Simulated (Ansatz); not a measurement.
# Si4Ge: the cost of one run

Method: DFT PBE, scalar-relativistic, plane waves, PAW, unless a step names another level, in Ansatz 0.2.0.

## (1) The structure to begin with

It takes space group I4_1/a (No. 88, tetragonal). Conventional cell: a = 8.728 Å, b = 8.728 Å, c = 5.520 Å, α = 90.00°, β = 90.00°, γ = 90.00°. Si (site symmetry 1) has 3 Si at 2.37 Å and 1 Ge at 2.42 Å as nearest neighbours. Ge (site symmetry -4) is surrounded by 4 Si at 2.42 Å.

As a file:

```
CELL_PARAMETERS angstrom
-4.36388 4.36388 2.76011
4.36388 -4.36388 2.76011
4.36388 4.36388 -2.76011
ATOMIC_POSITIONS crystal
Si 0.39310 0.19657 0.60027
Si 0.54283 0.64310 0.69653
Si 0.35690 0.05343 0.89973
Si 0.94657 0.84630 0.30347
Si 0.20717 0.60690 0.80347
Si 0.15370 0.45717 0.10027
Si 0.80343 0.40370 0.19653
Si 0.59630 0.79283 0.39973
Ge 0.00000 0.00000 0.00000
Ge 0.75000 0.25000 0.50000
```

It came out lowest among 23 distinct ends of the trial cells. At a tolerance of 0.02 Å it has space group I4_1/a (No. 88).

## (2) A stricter relaxation, on the response runs' mesh and smearing

input.yaml

```yaml
crystal:
  lattice:
    - [-4.3638782353, 4.3638782353, 2.7601142906]
    - [4.3638782353, -4.3638782353, 2.7601142906]
    - [4.3638782353, 4.3638782353, -2.7601142906]
  atoms:
    - { symbol: Si, position: [0.3930972474, 0.1965664301, 0.6002657873] }
    - { symbol: Si, position: [0.5428314601, 0.6430972474, 0.6965308173] }
    - { symbol: Si, position: [0.3569027526, 0.0534335699, 0.8997342127] }
    - { symbol: Si, position: [0.9465664301, 0.8463006428, 0.3034691827] }
    - { symbol: Si, position: [0.2071685399, 0.6069027526, 0.8034691827] }
    - { symbol: Si, position: [0.1536993572, 0.4571685399, 0.1002657873] }
    - { symbol: Si, position: [0.8034335699, 0.4036993572, 0.1965308173] }
    - { symbol: Si, position: [0.5963006428, 0.7928314601, 0.3997342127] }
    - { symbol: Ge, position: [0.0, 0.0, 0.0] }
    - { symbol: Ge, position: [0.75, 0.25, 0.5] }
basis:
  ecutwfc: 420
kpoints:
  mp_grid: { grid: [6, 6, 6] }
hamiltonian:
  xc: pbe
scf:
  occupations: { method: fixed }
output:
  forces: true
  stress: true
  eigenvalues: true
relax:
  adjacent_minimum: "off"
  f_tol: 0.001
  max_steps: 60
  cell: { stress_tol: 0.01 }
```

Launch:

```
ansatz run input.yaml --threads 3 --pin off --max-ram 7680MiB --backend cpu --events-out ev --progress --plain --runs-dir out
```

What time and memory should one allow on 3 threads of AMD EPYC 9R45 (Zen 5), shared host?

About 4.8 s, with a peak of 0.73 GiB.
